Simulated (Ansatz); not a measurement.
Li3Mg and its free atoms, a cohesive energy from free atoms

Run with Ansatz 0.2.0 through its Python package.

`cohesive.py`
```python
"""Cohesive energy of Li3Mg from free atoms."""

from collections import Counter
import warnings

import ansatz as az

PHASES = {
    "Li3Mg": (
        [[0.0, 3.42887774, 3.42887774], [3.42887774, 0.0, 3.42887774], [3.42887774, 3.42887774, 0.0]],
        [
            ("Li", [0.25, 0.25, 0.25]),
            ("Li", [0.5, 0.5, 0.5]),
            ("Li", [0.75, 0.75, 0.75]),
            ("Mg", [0.0, 0.0, 0.0]),
        ],
    ),
}


def build(vectors, sites):
    crystal = az.Crystal(lattice=az.Lattice.of(vectors))
    for symbol, position in sites:
        crystal = crystal.atom(symbol, position)
    return crystal


def counts(outcome):
    return Counter(site.symbol for site in outcome.lattice.sites)

UNPAIRED = {"Li": 1, "Mg": 0}  # unpaired electrons of the free atoms


def run_phase(name, crystal):
    calc = crystal.calculation()
    calc = calc.functional("lda")
    calc = calc.basis(520)
    calc = calc.kpoints(spacing=0.27)
    calc = calc.occupations("fermi_dirac", width=0.02)
    if name.endswith(" atom"):
        calc = calc.kpoints(1, 1, 1).occupations("fermi_dirac", width=0.01)
        if UNPAIRED[name.split()[0]]:
            calc = calc.spin("collinear")
        return calc.run()
    calc = calc.relax(force_tolerance=0.01, cell=True)
    return calc.run()

warnings.simplefilter("ignore", az.DeckWarning)

phases = {name: build(*cell) for name, cell in PHASES.items()}
# a box with unlike edges lets an open shell break the spherical symmetry
for element, moment in UNPAIRED.items():
    phases[f"{element} atom"] = az.Lattice.orthorhombic(10.0, 10.5, 11.0).atom(element, (0.5, 0.5, 0.5), moment=moment or None)

done = {}
for name, crystal in phases.items():
    done[name] = run_phase(name, crystal)
    print(f"{name}: {done[name].report['energy_sigma0_ev']:.4f} eV, {len(done[name].lattice.sites)} atoms")

for element in UNPAIRED:
    atom = done[f"{element} atom"].report
    print(f"{element} atom: {atom['energy_sigma0_ev']:.4f} eV, moment {atom['magnetization_mub']:.2f} muB")
solid = done["Li3Mg"]
n = counts(solid)
binding = (sum(k * done[f"{e} atom"].report["energy_sigma0_ev"] for e, k in n.items()) - solid.report["energy_sigma0_ev"]) / sum(n.values())
print(f"cohesive energy {binding:.3f} eV/atom = {96.4853 * binding:.0f} kJ/mol of atoms (no zero-point energy)")
```

Output of `python cohesive.py`:
```text
Li3Mg: -2506.6955 eV, 4 atoms
Li atom: -199.8515 eV, 1 atoms
Mg atom: -1899.8410 eV, 1 atoms
Li atom: -199.8515 eV, moment 1.00 muB
Mg atom: -1899.8410 eV, moment 0.00 muB
cohesive energy 1.825 eV/atom = 176 kJ/mol of atoms (no zero-point energy)
```

Reading the output:
- Absolute energies stand on the zero of these potentials, so only differences at equal settings mean something.
- The magnetic order follows from the starting moments and needn't be the lowest.
- For the metals among these phases the mesh is modest: differences between phases can be off by up to 40 meV an atom.
- The cells come from databases of deposited and of computed structures, and not all need be stable phases.
- Free atoms in a box carry small image and symmetry errors, and spin-orbit coupling is left out.
- Wall time of the script: 16 s on 1 thread of Arm Neoverse V2, on a shared host, peak memory 0.88 GiB.

(Lines on the test bed's own set-up are left out of the output.)
